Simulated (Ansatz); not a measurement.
Crystal: Sr2SO.

```xyz
4
Lattice="4.0432 0.0000 0.0000 0.0000 4.0432 0.0000 0.0000 0.0000 5.7180" Properties=species:S:1:pos:R:3 pbc="T T T"
Sr    2.0216    2.0216    2.8590
Sr    0.0000    0.0000    0.0000
S     0.0000    0.0000    2.8590
O     2.0216    2.0216    0.0000
```

The cell comes from a database or a generator and needn't be the stable form of this composition.

Base run:

* Program: Ansatz 0.2.0
* Functional: HSE06 form with a typed share of exact exchange
* Potentials or basis: Ansatz PAW
* Cutoff: 420 eV (not typed: the program's choice for these potentials)
* k mesh: 4 × 4 × 3
* Occupations: fermi-dirac, width 0.05 eV
* Spin: no spin polarisation

Its results: band gap on the k mesh 2.69 eV, direct; pressure -0.6 GPa.

After a change of settings the same cell gave: band gap on the k mesh 2.45 eV, direct; pressure -0.4 GPa. Which change was it?
A. share of exact exchange from 0.1 to 0.15
B. share of exact exchange from 0.1 to 0.05
C. share of exact exchange from 0.1 to 0.2

B.

Caveats: odd divisions of the mesh miss points on the zone boundary, where band edges often lie, so the gap on the mesh can be too wide; the PAW data sets come from PBE, with cores solved anew for the run's functional, which leaves a small shift of forces and pressure; the thresholds are loose for stress.
